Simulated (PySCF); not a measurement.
# PbI2: other functionals and bases at one geometry

One table from this session's results is given with a row withheld; the runs are named, their logs left out.

Method: several levels, as the steps say, no spin–orbit coupling; program: PySCF 2.14.0.

1 further run of the same task is left out (for a known fault of the program).

### The system as given

3 atoms, charge 0, spin multiplicity 1.

Bond lengths: Pb1–I2 2.829 Å, Pb1–I3 2.829 Å. Angles: I2–Pb1–I3 102.7°.

Geometry (Å):

```xyz
3
charge 0, multiplicity 1
Pb    0.0000    0.0000   -1.0373
I     2.2096    0.0000    0.7288
I    -2.2096    0.0000    0.7288
```

Formal oxidation states: Pb +2. An earlier session relaxed this geometry at PBE0, Pb def2-SVP with ECP60, I def2-SVP with ECP28 (singlet, point group C2v).

At PBE0 on the finer grid: E = -788.419428 Eh, HOMO -7.22 eV, LUMO -3.33 eV, Mulliken charge on Pb1 +0.56 e, largest force component 0.050 eV/Å. 

Levels to run: CAM-B3LYP; r2SCAN; PBE0, TZVP. Hardware: 2 threads of Arm Neoverse V2, shared host.

The first run:

Input file run.py (the lines that set the calculation):

```python
mol = gto.M(atom='''
Pb     0.00000     0.00000    -1.03734
I      2.20957     0.00000     0.72876
I     -2.20957     0.00000     0.72876''',
    basis={'Pb': 'def2-SVP', 'I': 'def2-SVP'},
    ecp={'Pb': 'def2-SVP', 'I': 'def2-SVP'},
    charge=0, spin=0)
mf = dft.RKS(mol, xc='CAMB3LYP')
mf.grids.atom_grid = (75, 302)
mf = mf.density_fit()  # fitting sets: Pb def2-universal-JKFIT, I def2-universal-JKFIT
mf.conv_tol = 1e-08; mf.max_cycle = 55
mf.kernel(dm0)  # dm0: the density of the relaxed state
```

Started as:

```bash
$ OMP_NUM_THREADS=2 python run.py
```

Steps of the session up to this table: CAM-B3LYP; r2SCAN; PBE0, TZVP.

One table of the session follows, with a row left open; its other results are not shown here.

```
              level  HOMO (eV)  gap (eV)  charge on Pb1 (e)  dipole (D)  largest force component (eV/Å)
PBE0 (relaxed here)      -7.22      3.89               0.56        3.89                            0.05
          CAM-B3LYP      -8.31      5.83               0.57        4.01                            0.04
             r2SCAN          ?         ?                  ?           ?                               ?
         PBE0, TZVP      -7.27      3.95               0.64        3.75                            0.16
```

Q: Estimate the row for r2SCAN from the others.

The run gave: HOMO (eV): -6.44; gap (eV): 2.59; charge on Pb1 (e): 0.55; dipole (D): 3.76; largest force component (eV/Å): 0.15. In the column «HOMO (eV)» it is the highest.

In one basis the HOMO–LUMO gap runs from 2.59 eV (r2SCAN) to 5.83 eV (CAM-B3LYP). The largest leftover force, 0.16 eV/Å with PBE0, TZVP, stands at a geometry relaxed at another level. Total energies of different levels can't be compared.
